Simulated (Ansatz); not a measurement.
# FGaH7NSi2: small, medium and large basis sets

An exercise on one series of results from a longer session: the logs are not shown, and one member is left open.

Computed with Ansatz 0.2.0, Gaussian basis. Level: one geometry, several basis sets.

Plan: PBE0-D4/def2-SVP; ωB97M-V/def2-SVP; PBE0-D4/def2-QZVPP; ωB97M-V/def2-QZVPP; the functionals' def2-TZVPP values are taken from earlier runs.

### Structure used throughout

The geometry comes from an earlier relaxation with PBE0-D4 in a triple-zeta def2 set; it is a stationary point, not always the lowest conformer.

12 atoms, charge 0, spin multiplicity 1.

Atoms are counted from 1 here; the program's logs count them from 0.

Bond lengths: F1–Ga2 1.758 Å, Ga2–N3 1.830 Å, Ga2–H6 1.541 Å, N3–Si4 1.733 Å, N3–Si5 1.743 Å, Si4–H7 1.489 Å, Si4–H8 1.487 Å, Si4–H9 1.487 Å, Si5–H10 1.485 Å, Si5–H11 1.490 Å, Si5–H12 1.485 Å. Angles: F1–Ga2–N3 109.6°, F1–Ga2–H6 120.0°, N3–Ga2–H6 130.4°, Ga2–N3–Si4 120.6°, Ga2–N3–Si5 119.6°, Si4–N3–Si5 119.8°, N3–Si4–H7 107.8°, N3–Si4–H8 111.6°, N3–Si4–H9 111.6°, H7–Si4–H8 108.9°, H7–Si4–H9 108.8°, H8–Si4–H9 108.0°, N3–Si5–H10 111.6°, N3–Si5–H11 106.8°, N3–Si5–H12 111.6°, H10–Si5–H11 108.9°, H10–Si5–H12 109.0°, H11–Si5–H12 108.9°.

The first run:

Contents of in.yaml:

```yaml
crystal:
  periodic: [false, false, false]
  atoms:
    - {symbol: F, position_ang: [-1.649992, -0.613386, 2.442778]}
    - {symbol: Ga, position_ang: [-1.691161, 0.286657, 0.933133]}
    - {symbol: N, position_ang: [-0.119219, 0.040899, 0.029878]}
    - {symbol: Si, position_ang: [0.146701, 0.804016, -1.502833]}
    - {symbol: Si, position_ang: [1.121331, -0.970771, 0.720398]}
    - {symbol: H, position_ang: [-2.936872, 1.114136, 0.563291]}
    - {symbol: H, position_ang: [-1.071430, 1.593457, -1.836312]}
    - {symbol: H, position_ang: [0.381677, -0.195753, -2.578720]}
    - {symbol: H, position_ang: [1.317297, 1.720755, -1.462459]}
    - {symbol: H, position_ang: [1.593843, -0.442639, 2.024867]}
    - {symbol: H, position_ang: [2.259810, -0.971869, -0.240359]}
    - {symbol: H, position_ang: [0.648014, -2.365481, 0.906329]}
basis:
  gaussian: {orbitals: def2-SVP}
hamiltonian: {xc: pbe0, dispersion: d4}
output: {orbitals: {seedname: orbitals}}
```

The run is started by

```
ansatz run in.yaml --threads 4 --pin off --events-out ev --progress --plain --max-ram 10444MiB
```

Among the steps run: PBE0-D4 in def2-SVP; ωB97M-V in def2-SVP; PBE0-D4 in def2-QZVPP; ωB97M-V in def2-QZVPP.

One of the session's tables, all rows but one given; the rest of the session is left out.

It belongs to the step «Functionals by basis». 

| functional | basis | HOMO (eV) |
| --- | --- | --- |
| PBE0-D4 | def2-SVP | -7.84 |
| PBE0-D4 | def2-TZVPP | -7.93 |
| PBE0-D4 | def2-QZVPP | -7.95 |
| ωB97M-V | def2-SVP | ? |
| ωB97M-V | def2-TZVPP | -10.17 |
| ωB97M-V | def2-QZVPP | -10.19 |

Q: Estimate the row for ωB97M-V, def2-SVP from the others.

**Answer.** HOMO (eV): -10.04. In the column «HOMO (eV)» it lies between ωB97M-V, def2-TZVPP (-10.17) and PBE0-D4, def2-QZVPP (-7.95).
